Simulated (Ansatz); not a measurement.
# CHIN: the cost of one run

Program: Ansatz 0.2.0. Level of theory: the levels named in each step. These are calculated values, not measurements.

### Step 1. The starting structure

Bond lengths: C1–N2 1.138 Å, C1–H4 1.058 Å. Angles: N2–C1–H4 179.6°.

Structure file:

```xyz
4

C     2.6905   -1.7456   -1.1028
N     1.6712   -1.8662   -0.6123
I    -0.4680    0.3842    0.1843
H     3.6396   -1.6399   -1.5589
```

### Step 2. A rough first relaxation, PBE-D4/def2-SVP

This run stands in another session on the same molecule. It ended at:

```xyz
4

C     2.7056   -1.6889   -1.1151
N     1.6645   -1.4535   -0.6475
I    -0.5148    0.1847    0.2249
H     3.6779   -1.9097   -1.5518
```

### Step 3. Relaxation, PBE0-D4/def2-TZVPP

This run stands in another session on the same molecule. It ended at:

```xyz
4

C     2.7648   -1.6769   -1.1441
N     1.8142   -1.1829   -0.7430
I    -0.6985    0.1307    0.3163
H     3.6528   -2.1384   -1.5187
```

### Step 4. Frequencies, PBE0-D4/def2-TZVPP

input.yaml

```yaml
crystal:
  periodic: [false, false, false]
  atoms:
    - { symbol: C, position_ang: [2.76477899, -1.67688751, -1.14408373] }
    - { symbol: "N", position_ang: [1.81415586, -1.18289785, -0.74302998] }
    - { symbol: I, position_ang: [-0.69848244, 0.1307153, 0.31627347] }
    - { symbol: H, position_ang: [3.65281759, -2.13836995, -1.51872977] }
magnetization:
  spin_polarized: true
  initial_magnetization: 1
basis:
  gaussian: { orbitals: def2-TZVPP }
hamiltonian:
  xc: pbe0
  dispersion: d4
phonons: {}
```

Run with:

```bash
$ ansatz run input.yaml --threads 2 --pin off --max-ram 5120MiB --backend cpu --events-out ev --progress --plain --runs-dir out
```

**Question.** How long does this run take on 2 threads of Arm Neoverse V1, shared host, and how much memory does it need?

About 35 s, with a peak of 0.25 GiB.
